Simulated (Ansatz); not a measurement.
# C₈H₁₀O: how energies converge with the basis set

One table from this session's results is given with a row withheld; the runs are named, their logs left out.

Method: one geometry, several basis sets; program: Ansatz 0.2.0, Gaussian basis.

The runs, in order: PBE0-D4/def2-SVP; ωB97M-V/def2-SVP; PBE0-D4/def2-QZVPP; ωB97M-V/def2-QZVPP; the functionals' def2-TZVPP values are taken from earlier runs.

### The relaxed structure

The geometry comes from an earlier relaxation with PBE0-D4 in a triple-zeta def2 set; it is a stationary point, not always the lowest conformer.

SMILES `Cc1cc(C)cc(O)c1`, 19 atoms, charge 0, spin multiplicity 1.

Atoms are counted from 1 here; the program's logs count them from 0.

Bond lengths: C1–C2 1.499 Å, C1–H10 1.093 Å, C1–H11 1.094 Å, C1–H12 1.091 Å, C2–C3 1.387 Å, C2–C9 1.392 Å, C3–C4 1.394 Å, C3–H13 1.085 Å, C4–C5 1.499 Å, C4–C6 1.386 Å, C5–H14 1.092 Å, C5–H15 1.095 Å, C5–H16 1.091 Å, C6–C7 1.390 Å, C6–H17 1.084 Å, C7–O8 1.357 Å, C7–C9 1.386 Å, O8–H18 0.961 Å and more. Angles: C2–C1–H10 111.2°, C2–C1–H11 111.1°, C2–C1–H12 111.2°, H10–C1–H11 107.2°, H10–C1–H12 108.0°, H11–C1–H12 107.9°, C1–C2–C3 121.0°, C1–C2–C9 120.1°, C3–C2–C9 118.9°, C2–C3–C4 121.3°, C2–C3–H13 119.3°, C4–C3–H13 119.4°, C3–C4–C5 120.4°, C3–C4–C6 119.1°, C5–C4–C6 120.5°, C4–C5–H14 111.3°, C4–C5–H15 110.7°, C4–C5–H16 111.4° and more.

The first run:

The input, in.yaml:

```yaml
crystal:
  periodic: [false, false, false]
  atoms:
    - {symbol: C, position_ang: [2.235616, -1.307595, -0.748596]}
    - {symbol: C, position_ang: [0.984335, -0.682169, -0.211150]}
    - {symbol: C, position_ang: [0.395831, 0.401042, -0.847100]}
    - {symbol: C, position_ang: [-0.763588, 0.992246, -0.347292]}
    - {symbol: C, position_ang: [-1.400371, 2.141071, -1.068559]}
    - {symbol: C, position_ang: [-1.333079, 0.487320, 0.810489]}
    - {symbol: C, position_ang: [-0.753011, -0.598266, 1.455584]}
    - {symbol: O, position_ang: [-1.356711, -1.047597, 2.585316]}
    - {symbol: C, position_ang: [0.398063, -1.181048, 0.948770]}
    - {symbol: H, position_ang: [2.098892, -2.377779, -0.925555]}
    - {symbol: H, position_ang: [3.064547, -1.199691, -0.043206]}
    - {symbol: H, position_ang: [2.534905, -0.845641, -1.690147]}
    - {symbol: H, position_ang: [0.848675, 0.797294, -1.750532]}
    - {symbol: H, position_ang: [-0.648269, 2.797564, -1.510764]}
    - {symbol: H, position_ang: [-2.038336, 1.782208, -1.882338]}
    - {symbol: H, position_ang: [-2.024346, 2.735649, -0.399423]}
    - {symbol: H, position_ang: [-2.231326, 0.926074, 1.229744]}
    - {symbol: H, position_ang: [-0.858563, -1.792467, 2.932670]}
    - {symbol: H, position_ang: [0.846723, -2.028216, 1.462090]}
basis:
  gaussian: {orbitals: def2-SVP}
hamiltonian: {xc: pbe0, dispersion: d4}
output: {orbitals: {seedname: orbitals}}
```

Command:

```sh
$ ansatz run in.yaml --threads 2 --pin off --events-out ev --progress --plain --max-ram 22528MiB --backend cpu
```

Among the steps run: PBE0-D4 in def2-SVP; ωB97M-V in def2-SVP; PBE0-D4 in def2-QZVPP; ωB97M-V in def2-QZVPP.

One of the session's tables, all rows but one given; the rest of the session is left out.

It belongs to the step «Functionals by basis». 

| functional | basis | HOMO (eV) | LUMO (eV) |
| --- | --- | --- | --- |
| PBE0-D4 | def2-SVP | -6.25 | 0.07 |
| PBE0-D4 | def2-TZVPP | -6.32 | -0.09 |
| PBE0-D4 | def2-QZVPP | -6.35 | -0.16 |
| ωB97M-V | def2-SVP | ? | ? |
| ωB97M-V | def2-TZVPP | -8.40 | 1.86 |
| ωB97M-V | def2-QZVPP | -8.43 | 1.71 |

Estimate the missing values for ωB97M-V, def2-SVP.

As computed: HOMO (eV): -8.32; LUMO (eV): 2.10. In the column «HOMO (eV)» it lies between ωB97M-V, def2-TZVPP (-8.40) and PBE0-D4, def2-QZVPP (-6.35).
